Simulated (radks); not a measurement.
# Taking charge from the 6s level of Yb in fractions

One table from this session's results is given with a row withheld; the runs are named, their logs left out.

Method: scalar-relativistic Kohn-Sham, PBE, spin-polarised, spherical densities, finite nucleus. Code: radks (a radial shooting solver on a logarithmic mesh, Libxc functionals) version 1.

## What is computed

```
element            : ytterbium (Z = 70)
charge             : 0
electrons          : 70
configuration      : [Xe] 4f14 6s(up 1, down 1)
nuclear rms radius : 5.3108 fm
```

A shell typed twice in an input gives spin up, then spin down.

The first run:

Input:

```text
Z 70
configuration [Xe] 4f14 6s1 6s1
relativity scalar-relativistic
functional pbe,pbe
spin polarised
nucleus finite rms 5.3108 fm
c 137.035999084
```

Steps of the session up to this table: Start: [Xe] 4f14 6s(up 1, down 1).

One of the session's tables, all rows but one given; the rest of the session is left out.

It belongs to the step «Start: [Xe] 4f14 6s(up 1, down 1)». Radial moments (bohr):

| level | <r> | outermost maximum (interpolated) | 90 % within | nodes |
| --- | --- | --- | --- | --- |
| 3d | ? | ? | ? | ? |
| 4s | 0.4879 | 0.455 | 0.701 | 3 |
| 4p | 0.5182 | 0.476 | 0.754 | 2 |
| 4d | 0.5600 | 0.491 | 0.842 | 1 |
| 5s | 1.208 | 1.07 | 1.75 | 4 |
| 5p | 1.451 | 1.23 | 2.15 | 3 |
| 6s | 3.926 | 3.28 | 5.87 | 5 |
| 4f | 0.7914 | 0.483 | 1.39 | 0 |

Q: Estimate the row for 3d from the others.

The run gave: <r>: 0.1961; outermost maximum (interpolated): 0.160; 90 % within: 0.305; nodes: 0. In the column «<r>» it is the lowest.
